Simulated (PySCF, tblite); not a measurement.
**C2H2BF+ (doublet): geometry, infrared bands and EPR parameters**

What infrared bands and EPR parameters should C2H2BF+ (doublet) (`[CH+]=[C]BF`) show?

The runs use tblite 0.8.0 and PySCF 2.14.0, with density-fitted response routines of our own; the level of theory stands in each step. All values are computed, except where a source is named. Atoms count from 0, in the outputs and in this text.

## 1. Starting geometry

6 atoms, charge 1, multiplicity 2; geometry from: force field or distance geometry start.

Bonds of the start (Å): C0–C1 1.33, C1–B2 1.56, B2–F3 1.45, C0–H4 1.06, B2–H5 1.21.

## 2. Geometry optimisation with GFN2-xTB

Job settings and geometry (Å):

```
{"job": {"kind": "relax", "xc": "GFN2-xTB", "basis": "xTB"}, "charge": 1, "multiplicity": 2}
C      1.505600    -0.216300     0.437000
C      0.245400    -0.005000     0.819400
B     -0.862400     0.226800    -0.255000
F     -1.665600    -0.930400    -0.578800
H      2.272800    -0.323000    -0.285400
H     -1.492600     1.249900    -0.132500
```

Started as:

```bash
> OMP_NUM_THREADS=1 python probes_run.py task.json out
```

One launch serves the whole session: the jobs run in the order shown.

**Question.** This job is followed by: GFN2-xTB harmonic vibrations, gas phase; UKS B3LYP, pcH-1 on B C F H, non-relativistic, mean-field spin-orbit, GIAO. Predict these results of the whole session: strongest single infrared mode (GFN2-xTB); zero-point energy (GFN2-xTB); g(iso) (B3LYP); ⟨S²⟩; largest a(iso).

**Answer**, as computed:

| quantity | value |
| --- | --- |
| strongest single infrared mode (GFN2-xTB) | 3175 cm⁻¹, 357 km/mol |
| zero-point energy (GFN2-xTB) | 19.1 kcal/mol |
| g(iso) (B3LYP) | 2.00344 |
| ⟨S²⟩ | 0.756 (exact 0.75) |
| largest a(iso) | 1H on H5, 449.5 MHz |

What this shows: The optimisation took 39 steps and gained 2.366 eV; among the close pairs (by a distance rule), B2–F3 changed most, from 1.445 to 1.266 Å. All 12 modes are real, so the xTB geometry is a minimum. The strongest single mode, at 3175 cm⁻¹, moves mainly H4. Unscaled tight-binding wavenumbers are off by several per cent, some by more. Its intensities can rank the bands wrongly. The largest share of the spin, 0.48 e, sits on C0. The isotropic g lies 1.1 ppt above the free-electron value. The conformer search found further structures of the same energy, which may be mirror or relabelled copies of this one.
